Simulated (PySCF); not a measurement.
**WCl3: doublet, from a T-shaped start**

Aim: relax WCl3 as a doublet from a T-shaped start, check by its vibrations whether the end is a minimum, and collect its spectrum and constants.

Program: PySCF 2.14.0. Level of theory: PBE0, basis W def2-TZVP with ECP60, Cl def2-TZVP, scalar-relativistic core potentials, no spin–orbit coupling, density fitting. These are calculated values, not measurements.

### Step 1. The starting structure

4 atoms, charge 0, spin multiplicity 2.

Bond lengths: W1–Cl2 2.360 Å, W1–Cl3 2.360 Å, W1–Cl4 2.360 Å. Angles: Cl2–W1–Cl3 88.0°, Cl2–W1–Cl4 88.0°, Cl3–W1–Cl4 176.0°.

```xyz
4
charge 0 multiplicity 2
W     0.0000    0.0000    0.0000
Cl    0.0000    0.0000    2.3600
Cl    2.3586    0.0000    0.0824
Cl   -2.3586    0.0000    0.0824
```

### Step 2. Finding the electronic state

One driver script runs all steps and calls PySCF; scf.py shows how it sets up the SCF of each step. The optimiser is the driver's own. After this first run the driver tries any further starts and a stability analysis.

Input file scf.py:

```python
from pyscf import gto, scf, dft
mol = gto.M(atom='''
W      0.000000     0.000000     0.000000
Cl     0.000000     0.000000     2.360000
Cl     2.358600     0.000000     0.082400
Cl    -2.358600     0.000000     0.082400''',
    basis={'W': 'def2-TZVP', 'Cl': 'def2-TZVP'},
    ecp={'W': 'def2-TZVP'},
    charge=0, spin=1)
mf = dft.UKS(mol, xc='PBE0')
mf.grids.atom_grid = (50, 194)
aux = {'W': 'def2-universal-JKFIT', 'Cl': 'def2-universal-JKFIT'}
mf = mf.density_fit(auxbasis=aux)
mf.conv_tol = 1e-08
mf.diis_space = 10
mf.max_cycle = 60
mf.init_guess = 'minao'
mf.verbose = 4
mf.kernel()
```

Launch:

```
OMP_NUM_THREADS=4 python axn.py task.json out
```

Standard output:

```text
init E= -1427.86598464212
[... the frontier-level lines of each cycle are left out ...]
cycle= 1 E= -1447.14243639993  delta_E= -19.3  |g|= 0.555  |ddm|= 5.14
cycle= 2 E= -1443.33929920602  delta_E=  3.8  |g|= 2.82  |ddm|= 2.06
cycle= 3 E= -1447.27921504715  delta_E= -3.94  |g|= 0.23  |ddm|= 1.71
cycle= 4 E= -1447.29680549257  delta_E= -0.0176  |g|= 0.146  |ddm|= 0.334
cycle= 5 E= -1447.30908224045  delta_E= -0.0123  |g|= 0.0259  |ddm|= 0.145
cycle= 6 E= -1447.30959245691  delta_E= -0.00051  |g|= 0.0137  |ddm|= 0.0459
cycle= 7 E= -1447.30986262116  delta_E= -0.00027  |g|= 0.00511  |ddm|= 0.034
cycle= 8 E= -1447.31005434155  delta_E= -0.000192  |g|= 0.00424  |ddm|= 0.0379
cycle= 9 E= -1447.31028715413  delta_E= -0.000233  |g|= 0.0026  |ddm|= 0.0592
cycle= 10 E= -1447.31041944382  delta_E= -0.000132  |g|= 0.00159  |ddm|= 0.0523
cycle= 11 E= -1447.31047010905  delta_E= -5.07e-05  |g|= 0.000629  |ddm|= 0.0468
cycle= 12 E= -1447.31047146441  delta_E= -1.36e-06  |g|= 0.000281  |ddm|= 0.00348
cycle= 13 E= -1447.31047186452  delta_E= -4e-07  |g|= 0.000132  |ddm|= 0.00196
cycle= 14 E= -1447.31047206876  delta_E= -2.04e-07  |g|= 5.09e-05  |ddm|= 0.00257
cycle= 15 E= -1447.31047207326  delta_E= -4.5e-09  |g|= 3.09e-05  |ddm|= 0.00028
Extra cycle  E= -1447.31047207395  delta_E= -6.94e-10  |g|= 5.06e-05  |ddm|= 0.000127
converged SCF energy = -1447.31047207395  <S^2> = 0.92126804  2S+1 = 2.1645028
```

This step, with its further starts and checks, needed 30 s of wall time on 4 threads of Arm Neoverse V1, shared host.

The starts that the driver tried:

| start | energy (Eh) |
| --- | --- |
| the minimal-basis guess | -1447.310472 |
| a thermally smeared density | -1447.321681 |
| a smeared PBE density | -1447.321681 |

The first run landed in a state that is too high. Following the other starts and the instabilities gains 29.4 kJ/mol (-1447.32168 Eh), and the work goes on from there.

### Step 3. T-shaped start, doublet: relaxation

The program finds C2v symmetry in the start, which this walk keeps. Threshold on the gradient: 0.0003 Eh/bohr, with a further test on the energy change.

Edit scf.py of step 2 so:

```diff
@@ -3,4 +3,4 @@
-W      0.000000     0.000000     0.000000
-Cl     0.000000     0.000000     2.360000
-Cl     2.358600     0.000000     0.082400
-Cl    -2.358600     0.000000     0.082400''',
+W      0.000000     0.000000    -0.305650
+Cl     0.000000     0.000000     2.054350
+Cl     2.358600     0.000000    -0.223250
+Cl    -2.358600     0.000000    -0.223250''',
@@ -17 +16,0 @@
-mf.init_guess = 'minao'
```

Energy and gradient, step by step:

| step | energy (Eh) | change (kJ/mol) | largest symmetric gradient (Eh/bohr) |
| --- | --- | --- | --- |
| 0 | -1447.321681 | 0.00 | 0.05308 |
| 1 | -1447.334850 | -34.57 | 0.02453 |
| 2 | -1447.339811 | -47.60 | 0.01166 |
| 3 | -1447.341522 | -52.09 | 0.00833 |
| 4 | -1447.342161 | -53.77 | 0.00114 |
| 5 | -1447.342190 | -53.85 | 0.00034 |
| 6 | -1447.342192 | -53.85 | 0.00011 |

The walk took 33 s.

Positions (Å) and forces (eV/Å) along the way:

```
step 0
W    0.000   0.000  -0.306   0.000   0.000   2.730
Cl   0.000   0.000   2.054   0.000   0.000  -1.453
Cl   2.359   0.000  -0.223  -1.422   0.000  -0.638
Cl  -2.359   0.000  -0.223   1.422   0.000  -0.638
step 1
W    0.000   0.000  -0.210   0.000   0.000   1.261
Cl   0.000   0.000   2.071   0.000   0.000  -0.389
Cl   2.297   0.000  -0.279  -0.508   0.000  -0.436
Cl  -2.297   0.000  -0.279   0.508   0.000  -0.436
step 3
W    0.000   0.000  -0.052   0.000   0.000  -0.207
Cl   0.000   0.000   2.183   0.000   0.000   0.428
Cl   2.238   0.000  -0.414  -0.014   0.000  -0.111
Cl  -2.238   0.000  -0.414   0.014   0.000  -0.111
step 6
W    0.000   0.000  -0.001   0.000   0.000   0.005
Cl   0.000   0.000   2.259   0.000   0.000  -0.006
Cl   2.214   0.000  -0.478  -0.004   0.000   0.000
Cl  -2.214   0.000  -0.478   0.004   0.000   0.000
```

It settles in C2v symmetry, 53.9 kJ/mol below the start, after 6 steps: W–Cl 2.260 Å, W–Cl 2.265 Å (×2); Cl–W–Cl 102.2° (×2), Cl–W–Cl 155.7°.

### Step 4. Vibrations and properties at this point

The point is checked on the finer grid, and tightened if its gradient asks for it. The Hessian and the dipole derivatives come from central differences of analytic gradients, with steps of 0.02 bohr.

Edit scf.py of step 3 so:

```diff
@@ -3,4 +3,4 @@
-W      0.000000     0.000000    -0.305650
-Cl     0.000000     0.000000     2.054350
-Cl     2.358600     0.000000    -0.223250
-Cl    -2.358600     0.000000    -0.223250''',
+W      0.000000     0.000000    -0.157998
+Cl    -0.000000     0.000000     2.102064
+Cl     2.213902     0.000000    -0.635137
+Cl    -2.213902     0.000000    -0.635137''',
@@ -11 +11 @@
-mf.grids.atom_grid = (50, 194)
+mf.grids.atom_grid = (75, 302)
@@ -14 +14 @@
-mf.conv_tol = 1e-08
+mf.conv_tol = 1e-10
```

This SCF starts from the last density.

SCF at the final geometry:

```text
init E= -1447.34221181459
[... the frontier-level lines of each cycle are left out ...]
cycle= 1 E= -1447.34221181458  delta_E= 1.16e-11  |g|= 6.69e-06  |ddm|= 1.02e-05
Extra cycle  E= -1447.34221181455  delta_E= 2.86e-11  |g|= 9.98e-06  |ddm|= 1.47e-05
converged SCF energy = -1447.34221181455  <S^2> = 1.7578754  2S+1 = 2.8339904
```

The whole step took 1.9 min.

Geometry: C2v; W–Cl 2.260 Å, W–Cl 2.265 Å (×2); Cl–W–Cl 102.2° (×2), Cl–W–Cl 155.7°.

Harmonic modes (main isotopes):

```csv
symmetry,ω (cm⁻¹),IR (km/mol),μ (u),type
b2,35i,7.0,37.96,bend
b1,77,3.4,48.18,bend
a1,98,0.8,40.90,bend
a1,389,7.2,35.52,stretch
b2,392,157,44.18,stretch
a1,407,34.0,40.37,stretch
```

1 mode is imaginary, the largest at 35i cm⁻¹: a saddle point, not a minimum.

Constants and moments:

```yaml
Dipole_moment: 1.88 D
Highest_occupied_level: -5.53 eV
Lowest_empty_level: -3.89 eV
Rotational_constants: 0.08999, 0.04918, 0.0318 cm⁻¹
Zero-point_energy_real_modes: 8.2 kJ/mol
Principal_polarisabilities: 55.0, 77.6, 105.9 bohr³
Atomisation_energy_without_zero-point_energy: 1155 kJ/mol
Principal_traceless_quadrupole_moments_about_the_centre_of_mass: -5.00, -0.45, 5.45 D Å
Spin_squared_⟨S²⟩: 1.758
```

Charges (e) and bond orders:

| atom | Mulliken | Löwdin | polar tensor | spin (Mulliken) | Mayer order to W1 |
| --- | --- | --- | --- | --- | --- |
| W1 | 0.89 | -0.18 | 1.68 | 1.24 | – |
| Cl2 | -0.29 | 0.06 | -0.53 | -0.02 | 1.19 |
| Cl3,4 | -0.30 | 0.06 | -0.57 | -0.11 | 1.17 |

Outer orbital energies (eV). α occupied: -10.67, -10.35, -10.32, -10.06, -9.95, -9.05, -8.07, -6.87; empty: -3.89, -2.63, -2.63, -0.51. β occupied: -11.10, -10.62, -10.46, -10.20, -10.09, -9.65, -9.36, -5.53; empty: -3.51, -3.38, -2.89, -2.23.

Mulliken populations on W1 (outside its core potential): s 2.60, p 6.33, d 4.11, f 0.06.

### Step 5. Downhill along the imaginary mode

The start is the last point, displaced along its most imaginary mode.

The program finds Cs symmetry in the start, which this walk keeps. The walk stops when the largest gradient is under 0.0003 Eh/bohr and the energy has settled too.

Edit scf.py of step 4 so:

```diff
@@ -3,4 +3,4 @@
-W      0.000000     0.000000    -0.157998
-Cl    -0.000000     0.000000     2.102064
-Cl     2.213902     0.000000    -0.635137
-Cl    -2.213902     0.000000    -0.635137''',
+W      0.044345     0.000000    -0.158077
+Cl    -0.250000    -0.000000     2.101985
+Cl     2.222265     0.000000    -0.764625
+Cl    -2.205538    -0.000000    -0.505807''',
@@ -11 +11 @@
-mf.grids.atom_grid = (75, 302)
+mf.grids.atom_grid = (50, 194)
@@ -14 +14 @@
-mf.conv_tol = 1e-10
+mf.conv_tol = 1e-08
```

The optimiser's trace:

| step | energy (Eh) | change (kJ/mol) | largest symmetric gradient (Eh/bohr) |
| --- | --- | --- | --- |
| 0 | -1447.341937 | 0.00 | 0.00731 |
| 1 | -1447.342222 | -0.75 | 0.00307 |
| 2 | -1447.342356 | -1.10 | 0.00181 |
| 3 | -1447.342389 | -1.19 | 0.00124 |
| 4 | -1447.342399 | -1.21 | 0.00030 |
| 5 | -1447.342401 | -1.22 | 0.00024 |

The walk took 32 s.

Positions (Å) and forces (eV/Å) along the way:

```
step 0
W    0.044   0.000  -0.158  -0.127   0.000   0.376
Cl  -0.250   0.000   2.102   0.114   0.000  -0.223
Cl   2.222   0.000  -0.765  -0.144   0.000  -0.035
Cl  -2.206   0.000  -0.506   0.157   0.000  -0.117
step 1
W    0.041   0.000  -0.145  -0.051   0.000   0.158
Cl  -0.241   0.000   2.105   0.058   0.000  -0.024
Cl   2.209   0.000  -0.767  -0.038   0.000  -0.046
Cl  -2.198   0.000  -0.520   0.031   0.000  -0.088
step 3
W    0.035   0.000  -0.122   0.019   0.000  -0.034
Cl  -0.226   0.000   2.126  -0.007   0.000   0.064
Cl   2.192   0.000  -0.779   0.008   0.000  -0.021
Cl  -2.190   0.000  -0.552  -0.020   0.000  -0.009
step 5
W    0.036   0.000  -0.118   0.012   0.000   0.005
Cl  -0.228   0.000   2.133  -0.007   0.000  -0.004
Cl   2.190   0.000  -0.785  -0.007   0.000  -0.011
Cl  -2.188   0.000  -0.558   0.002   0.000   0.009
```

End point (Cs, 5 steps, 1.2 kJ/mol gained): W–Cl 2.255 Å, W–Cl 2.267 Å (×2); Cl–W–Cl 94.5°, Cl–W–Cl 113.9°, Cl–W–Cl 151.6°.

### Step 6. Vibrations and properties at this point

The same treatment as at the point before.

Edit scf.py of step 5 so:

```diff
@@ -3,4 +3,4 @@
-W      0.044345     0.000000    -0.158077
-Cl    -0.250000    -0.000000     2.101985
-Cl     2.222265     0.000000    -0.764625
-Cl    -2.205538    -0.000000    -0.505807''',
+W      0.063038     0.000000    -0.118188
+Cl    -0.269720    -0.000000     2.126353
+Cl     2.192462     0.000000    -0.847989
+Cl    -2.158501    -0.000000    -0.570220''',
@@ -11 +11 @@
-mf.grids.atom_grid = (50, 194)
+mf.grids.atom_grid = (75, 302)
@@ -14 +14 @@
-mf.conv_tol = 1e-08
+mf.conv_tol = 1e-10
```

SCF at the final geometry:

```text
init E= -1447.34237557664
[... the frontier-level lines of each cycle are left out ...]
cycle= 1 E= -1447.34237557664  delta_E= -1.59e-12  |g|= 6.58e-07  |ddm|= 1.29e-06
Extra cycle  E= -1447.34237557664  delta_E= -2.27e-13  |g|= 1.1e-06  |ddm|= 1.77e-06
converged SCF energy = -1447.34237557664  <S^2> = 1.757099  2S+1 = 2.8334425
```

The whole step needed 3.7 min of wall time on 4 threads of Arm Neoverse V1, shared host.

Geometry: Cs; W–Cl 2.251 Å, W–Cl 2.267 Å, W–Cl 2.269 Å; Cl–W–Cl 93.1°, Cl–W–Cl 117.4°, Cl–W–Cl 149.6°.

Modes, for the most abundant isotopes:

```
symmetry  ω (cm⁻¹)  IR (km/mol)  μ (u)
      a'        32          5.0  40.06
     a''        88          2.7  48.66
      a'       128          1.4  38.67
      a'       381         87.1  41.02
      a'       392         21.2  35.71
      a'       407         92.9  43.27
```

No imaginary mode, so this is a minimum.

Properties at this point:

| Property | Result |
| --- | --- |
| Dipole moment | 1.87 D |
| Highest occupied level | -5.57 eV |
| Lowest empty level | -3.96 eV |
| Rotational constants | 0.09134, 0.0486, 0.03172 cm⁻¹ |
| Zero-point energy | 8.5 kJ/mol |
| Principal polarisabilities | 54.4, 80.4, 105.0 bohr³ |
| Atomisation energy without zero-point energy | 1156 kJ/mol |
| Principal traceless quadrupole moments about the centre of mass | -3.73, -1.72, 5.44 D Å |
| Entropy at 298.15 K and 1 bar (electronic part: spin only) | 370.2 J/(mol K) |
| Heat capacity Cp at 298.15 K | 76.4 J/(mol K) |
| Enthalpy at 298.15 K above 0 K | 18.48 kJ/mol |
| Rotational symmetry number | 1 |
| Spin squared ⟨S²⟩ | 1.757 |

Charges (e) and bond orders:

```
atom  Mulliken  Löwdin  polar tensor  spin (Mulliken)  Mayer order to W1
  W1      0.88   -0.19          1.66             1.22                  –
 Cl2     -0.29    0.05         -0.53            -0.02               1.17
 Cl3     -0.30    0.07         -0.57            -0.09               1.19
 Cl4     -0.29    0.06         -0.55            -0.11               1.18
```

Outer orbital energies (eV). α occupied: -10.80, -10.38, -10.21, -10.15, -10.09, -8.94, -8.07, -6.83; empty: -3.96, -2.68, -2.47, -0.50. β occupied: -11.05, -10.79, -10.53, -10.34, -10.09, -9.59, -9.23, -5.57; empty: -3.54, -3.43, -2.85, -2.17.

Mulliken populations on W1 (outside its core potential): s 2.62, p 6.33, d 4.10, f 0.06.

### Step 7. All stationary points

| spin | group | bonds | imaginary modes (cm⁻¹) | ΔE (kJ/mol) | with zero-point energy |
| --- | --- | --- | --- | --- | --- |
| broken-symmetry (Ms = 1/2) | Cs | W–Cl 2.251 Å, W–Cl 2.267 Å, W–Cl 2.269 Å | none | 0.0 | 0.0 |
| broken-symmetry (Ms = 1/2) | C2v | W–Cl 2.260 Å, W–Cl 2.265 Å (×2) | 35i | 0.4 | – |

### Step 8. What came out

| quantity | value |
| --- | --- |
| minimum | broken-symmetry (Ms = 1/2), Cs |
| geometry | W–Cl 2.251 Å, W–Cl 2.267 Å, W–Cl 2.269 Å; Cl–W–Cl 93.1°, Cl–W–Cl 117.4°, Cl–W–Cl 149.6° |
| wavenumbers (cm⁻¹) | 32 (a'), 88 (a''), 128 (a'), 381 (a'), 392 (a'), 407 (a') |
| dipole moment | 1.87 D |
| highest occupied, lowest empty level (either spin) | -5.57, -3.96 eV |
| polar-tensor charge of W1 | +1.66 e |
| zero-point energy | 8.5 kJ/mol |
| entropy at 298.15 K | 370.2 J/(mol K) |
| atomisation energy (no zero-point energy) | 1156 kJ/mol |
| ⟨S²⟩ | 1.757 |

What this shows: The T-shaped start (C2v) ends in a minimum of Cs symmetry, after a stop at a saddle point 0.4 kJ/mol higher, from which it was pushed off along an imaginary mode. The determinant is spin-contaminated (⟨S²⟩ = 1.76 against 0.75), so it is no pure spin state. In the infrared the band at 407 cm⁻¹ (a', stretch) leads. The first SCF alone would have been 29 kJ/mol too high. Other starts or spin states, not run here, may lie lower. One determinant may miss the lowest occupation of an open d or f shell. With an element this heavy the missing spin–orbit coupling can shift these numbers.

The search up to here took 7.2 min.
